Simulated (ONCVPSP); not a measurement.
**Pseudopotential generation for Ge: ONCV, PBEsol**

Do these settings give a usable potential? It is generated, then checked for transferability, scattering, ghosts and hardness.

Program: ONCVPSP 4.0.1.1 (patched build). Reference atom: PBEsol, scalar-relativistic, spherical and spin-unpolarised. All values are calculated.

### Step 1. The design

Typed settings, in words:

```
element                 : germanium (Ge, Z = 32)
type                    : optimised norm-conserving Vanderbilt (ONCV)
frozen core             : [Ar]
valence charge          : 14
reference configuration : 3d10 4s2 4p2
partial waves           : 4s: rc 1.40 bohr, ncon 4, nbas 8, qcut 5.7 1/bohr, 2 projectors, debl 0.4 Ha; 4p: rc 2.25 bohr, ncon 4, nbas 8, qcut 3.4 1/bohr, 2 projectors, debl 3 Ha; 3d: rc 0.90 bohr, ncon 4, nbas 9, qcut 18.4 1/bohr, local; f scattering state at 0.22 Ha: rc 2.25 bohr, ncon 4, nbas 7, qcut 5 1/bohr, 2 projectors, debl 1.8 Ha
local potential         : the d channel
core correction         : Teter function, fcfact 5, rcfact 1.55
```

The nodes and maxima of the atom's own shells, from an earlier all-electron run, set the scale for the radii.

All-electron outer shells of the reference configuration (PBEsol, scalar-relativistic, ld1.x):

| shell | level (eV) | outermost node (bohr) | outermost maximum (bohr) |
| --- | --- | --- | --- |
| 3s | -168.12 | 0.26 | 0.54 |
| 3p | -115.43 | 0.23 | 0.54 |
| 3d | -29.31 | – | 0.50 |
| 4s | -11.74 | 0.77 | 1.75 |
| 4p | -3.90 | 0.82 | 2.22 |

### Step 2. Generation

The input, Ge.dat:

```
# ATOM AND REFERENCE CONFIGURATION
# atsym  z   nc   nv     iexc    psfile
  Ge 32.00    5    3  -116133      upf
#
#   n    l    f
    1    0    2.00
    2    0    2.00
    2    1    6.00
    3    0    2.00
    3    1    6.00
    3    2   10.00
    4    0    2.00
    4    1    2.00
#
# PSEUDOPOTENTIAL AND OPTIMIZATION
# lmax
    3
#
#   l,   rc,      ep,       ncon, nbas, qcut
    0    1.40    0.00    4    8    5.70
    1    2.25    0.00    4    8    3.40
    2    0.90    0.00    4    9   18.40
    3    2.25    0.22    4    7    5.00
#
# LOCAL POTENTIAL
# lloc, lpopt,  rc(5),   dvloc0
    2    5    0.90    0.00
#
# VANDERBILT-KLEINMAN-BYLANDER PROJECTORs
# l, nproj, debl
    0    2    0.40
    1    2    3.00
    2    0    0.80
    3    2    1.80
#
# MODEL CORE CHARGE
# icmod, fcfact, rcfact
    3    5.00    1.55
#
# LOG DERIVATIVE ANALYSIS
# epsh1, epsh2, depsh
   -3.00    5.00    0.02
#
# OUTPUT GRID
# rlmax, drl
    6.00    0.01
#
# TEST CONFIGURATIONS
# ncnf
    4
# nvcnf
#   n    l    f
    3
    3    2   10.00
    4    0    2.00
    4    1    1.00
#
    3
    3    2   10.00
    4    0    2.00
    4    1    0.00
#
    3
    3    2   10.00
    4    0    1.00
    4    1    0.00
#
    3
    3    2    9.00
    4    0    2.00
    4    1    2.00
#
```

Launch:

```
$ oncvpsp.x < Ge.dat > Ge.out
```

**Question.** What will these runs give? Wanted: cutoffs for 1 and 0.1 mHa per electron, occupied waves; bound ghosts; GHOST(+) flags; largest test error; largest phase difference near zero energy, channels read; rms error of d²Exc/dn², without and with the model core; projector energies reset by the program.

As calculated:

| quantity | value |
| --- | --- |
| cutoffs for 1 and 0.1 mHa per electron, occupied waves | 130 Ha and 145 Ha |
| bound ghosts | s at -147.59 eV, p at -124.47 eV |
| GHOST(+) flags | s at 310 eV, f at 47 eV |
| largest test error (AE − PS) | -487 meV, for 3d9 4s2 4p2 |
| largest phase difference near zero energy, channels read | 0.007 rad |
| rms error of d²Exc/dn², without and with the model core | 6.91 and 0.34 mHa |
| projector energies reset by the program | s: -0.432, 0.250 Ha |

In words: A bound ghost (s, p) makes it unfit for use: electrons can fall into a state that the atom doesn't have. The worst unpolarised test, 3d9 4s2 4p2, is off by 487 meV on 38.7 eV; by total energies transferability rates as poor. By its cutoff, 130 Ha for the looser tolerance, it is very hard. At the looser tolerance the 3d wave is the slowest; 4s needs 12 Ha. Near zero energy the phases of the channels with partial waves agree within 0.007 rad. The pseudo curves have a pole with no partner nearby in the atom's: f at 1.72 Ha. At positive energy that is a spurious or a displaced resonance. The program also flags highly localised states, GHOST(+) (s, f). All of this concerns the isolated atom, not yet a solid.
